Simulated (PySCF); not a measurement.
# [Dy(BH4)2]+: other functionals and bases at one geometry

The task here is to estimate one member of a computed series from the others.

Computed with PySCF 2.14.0. Level: several levels, as the steps say, no spin–orbit coupling.

3 further runs of the same task are left out: 2 for a known fault of the program, 1 that didn't finish.

### The starting structure

11 atoms, charge 1, spin multiplicity 1.

Bond lengths: Dy1–B2 2.405 Å, Dy1–H4 2.204 Å, Dy1–H5 2.204 Å, Dy1–H6 2.204 Å, Dy1–B7 2.405 Å, Dy1–H9 2.204 Å, Dy1–H10 2.204 Å, Dy1–H11 2.204 Å, B2–H3 1.196 Å, B2–H4 1.269 Å, B2–H5 1.269 Å, B2–H6 1.269 Å, B7–H8 1.196 Å, B7–H9 1.269 Å, B7–H10 1.269 Å, B7–H11 1.269 Å. Angles: B2–Dy1–H4 31.6°, B2–Dy1–H5 31.6°, B2–Dy1–H6 31.6°, B2–Dy1–B7 180.0°, B2–Dy1–H9 148.4°, B2–Dy1–H10 148.4°, B2–Dy1–H11 148.4°, H4–Dy1–H5 54.0°, H4–Dy1–H6 54.0°, H4–Dy1–B7 148.4°, H4–Dy1–H9 116.8°, H4–Dy1–H10 150.5°, H4–Dy1–H11 148.8°, H5–Dy1–H6 54.0°, H5–Dy1–B7 148.4°, H5–Dy1–H9 150.5°, H5–Dy1–H10 148.8°, H5–Dy1–H11 116.8° and more.

Coordinates:

| atom | x (Å) | y (Å) | z (Å) |
| --- | --- | --- | --- |
| Dy1 | 0.0000 | 0.0000 | 0.0000 |
| B2 | 0.0000 | 0.0000 | 2.4051 |
| H3 | 0.0000 | 0.0000 | 3.6014 |
| H4 | 1.1544 | 0.0180 | 1.8777 |
| H5 | -0.5927 | 0.9907 | 1.8777 |
| H6 | -0.5616 | -1.0087 | 1.8777 |
| B7 | 0.0000 | 0.0000 | -2.4051 |
| H8 | 0.0000 | 0.0000 | -3.6014 |
| H9 | 1.1544 | -0.0180 | -1.8777 |
| H10 | -0.5927 | -0.9907 | -1.8777 |
| H11 | -0.5616 | 1.0087 | -1.8777 |

Formal oxidation states: Dy +3. Each metal's 9 4f electrons lie in its core potential, so multiplicities, spins and levels count the valence alone. An earlier session relaxed this geometry at PBE0, Dy lcecp-1-SVP with ECP55, B def2-SVP, H def2-SVP (singlet, point group D3).

At PBE0 on the finer grid: E = -91.208969 Eh, HOMO -13.95 eV, LUMO -8.33 eV, Mulliken charge on Dy1 +1.11 e, largest force component 0.006 eV/Å. 

Levels to run: wB97X; CAM-B3LYP; PBE; BP86; PBE0, TZVP. Hardware: 2 threads of Intel Xeon 6975P-C (Granite Rapids), shared host.

The first run:

File run.py (the lines that set the calculation):

```python
mol = gto.M(atom='''
Dy     0.00000     0.00000     0.00000
B      0.00000     0.00000     2.40505
H      0.00000     0.00000     3.60144
H      1.15438     0.01796     1.87767
H     -0.59274     0.99074     1.87767
H     -0.56163    -1.00870     1.87767
B      0.00000     0.00000    -2.40505
H      0.00000     0.00000    -3.60144
H      1.15438    -0.01796    -1.87767
H     -0.59274    -0.99074    -1.87767
H     -0.56163     1.00870    -1.87767''',
    basis={'Dy': 'lcecp-1-SVP', 'B': 'def2-SVP', 'H': 'def2-SVP'},
    ecp={'Dy': 'lcecp-1-SVP'},
    charge=1, spin=0)
mf = dft.RKS(mol, xc='WB97X')
mf.grids.atom_grid = (75, 302)  # f atoms: unpruned, at least (60, 302)
mf = mf.density_fit()  # fitting sets: Dy AutoAux, B def2-universal-JKFIT, H def2-universal-JKFIT
mf.conv_tol = 1e-08; mf.max_cycle = 55
mf.kernel(dm0)  # dm0: the density of the relaxed state
```

Launch:

```bash
> OMP_NUM_THREADS=2 python run.py
```

Among the steps run: wB97X; CAM-B3LYP; PBE; BP86; PBE0, TZVP.

One table of the session follows, with a row left open; its other results are not shown here.

```
              level  HOMO (eV)  gap (eV)  charge on Dy1 (e)  largest force component (eV/Å)
PBE0 (relaxed here)     -13.95      5.62               1.11                            0.01
              wB97X     -16.45     10.20               1.19                            0.08
          CAM-B3LYP     -15.39      7.88               1.05                            0.16
                PBE     -12.51      3.35               0.89                            0.19
               BP86          ?         ?                  ?                               ?
         PBE0, TZVP     -13.97      5.68               1.26                            0.34
```

Estimate the missing values for BP86.

As computed: HOMO (eV): -12.61; gap (eV): 3.51; charge on Dy1 (e): 0.94; largest force component (eV/Å): 0.18. In the column «HOMO (eV)» it lies between PBE0 (relaxed here) (-13.95) and PBE (-12.51).

In one basis the HOMO–LUMO gap runs from 3.35 eV (PBE) to 10.20 eV (wB97X). The largest leftover force, 0.34 eV/Å with PBE0, TZVP, stands at a geometry relaxed at another level. With 4f in the core, its levels are missing from HOMO and gap, and its count is fixed, so no charge can pass from the ligands into it. Total energies of different levels can't be compared.
